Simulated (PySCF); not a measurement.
**ClOSc: basis, grid and Hamiltonian**

Which parts of the numerical set-up matter for ClOSc? Each run edits the base script.

The runs use PySCF 2.14.0; method and basis as typed in the scripts.

1 further run of the same task is left out (it didn't finish).

### 1 Starting geometry

ClOSc: 3 atoms, charge 0, spin multiplicity 1.

Bond lengths: Sc1–O2 1.659 Å, Sc1–Cl3 2.358 Å. Angles: O2–Sc1–Cl3 126.3°.

Coordinates:

```csv
atom,x (Å),y (Å),z (Å)
Sc1,-0.43190,-0.00680,-0.58950
O2,0.52640,0.00830,-1.94390
Cl3,0.31480,0.00490,1.64730
```

### 2 The base run

Contents of input.py:

```python
from pyscf import gto, scf, mp

mol = gto.M(
    atom='Sc -0.4319 -0.0068 -0.5895; O 0.5264 0.0083 -1.9439; Cl 0.3148 0.0049 1.6473',
    basis='pcseg-1',
    charge=0,
    spin=0,
    symmetry=True,
    verbose=4,
)
mf = scf.RHF(mol)
mf.kernel()
mp.MP2(mf, frozen=11).kernel()
mf.dip_moment()
print('orbital energies (hartree):', mf.mo_energy[..., max(0, mol.nelec[1]-3):mol.nelec[0]+3].round(4))
```

Run with:

```console
$ OMP_NUM_THREADS=1 python input.py
```

Its log is not repeated here.

Base result: E(SCF) = -1294.051657 Eh, 12 cycles, E(MP2) − E(SCF) = -0.56655 Eh, μ = 7.23 D (of the SCF density).

### 3 Spin-free X2C on

Run 1 changes spin-free X2C: off → on.

Contents of input.py:

```python
from pyscf import gto, scf, mp

mol = gto.M(
    atom='Sc -0.4319 -0.0068 -0.5895; O 0.5264 0.0083 -1.9439; Cl 0.3148 0.0049 1.6473',
    basis='pcseg-1',
    charge=0,
    spin=0,
    symmetry=True,
    verbose=4,
)
mf = scf.RHF(mol)
mf = mf.sfx2c1e()
mf.kernel()
mp.MP2(mf, frozen=11).kernel()
mf.dip_moment()
print('orbital energies (hartree):', mf.mo_energy[..., max(0, mol.nelec[1]-3):mol.nelec[0]+3].round(4))
```

Run with:

```console
$ OMP_NUM_THREADS=1 python input.py
```

### 4 Ano-rcc-vdzp (X2C on)

Run 2 changes basis set: pcseg-1 → ano-rcc-vdzp; spin-free X2C: off → on.

Changes to input.py since step 2:

```diff
@@ -4,3 +4,3 @@
     atom='Sc -0.4319 -0.0068 -0.5895; O 0.5264 0.0083 -1.9439; Cl 0.3148 0.0049 1.6473',
-    basis='pcseg-1',
+    basis='ano-rcc-vdzp',
     charge=0,
@@ -11,2 +11,3 @@
 mf = scf.RHF(mol)
+mf = mf.sfx2c1e()
 mf.kernel()
```

Before running it: what results should come out? Wanted: for each run, E(SCF); from base; gap; SCF dipole; after the SCF.

As calculated:

```csv
run,E(SCF) (hartree),from base (eV),cycles,gap (eV),SCF dipole (D),functions,after the SCF
base,-1294.051657,0,12,10.70,7.23,63,"MP2 correlation -15.417 eV, core frozen"
spin-free X2C on,-1298.430670,-119.1590,12,10.67,7.24,63,"MP2 correlation -15.385 eV, core frozen"
ano-rcc-vdzp (X2C on),-1299.284151,not comparable,12,10.72,7.17,66,"MP2 correlation -18.226 eV, core frozen"
```

What this shows: Scalar relativity lowers the total energy by 119.16 eV, nearly all of it in the inner shells; a basis contracted without relativity catches only part of it. The dearest run is “ano-rcc-vdzp (X2C on)”, at 18 s against 2.3 s.
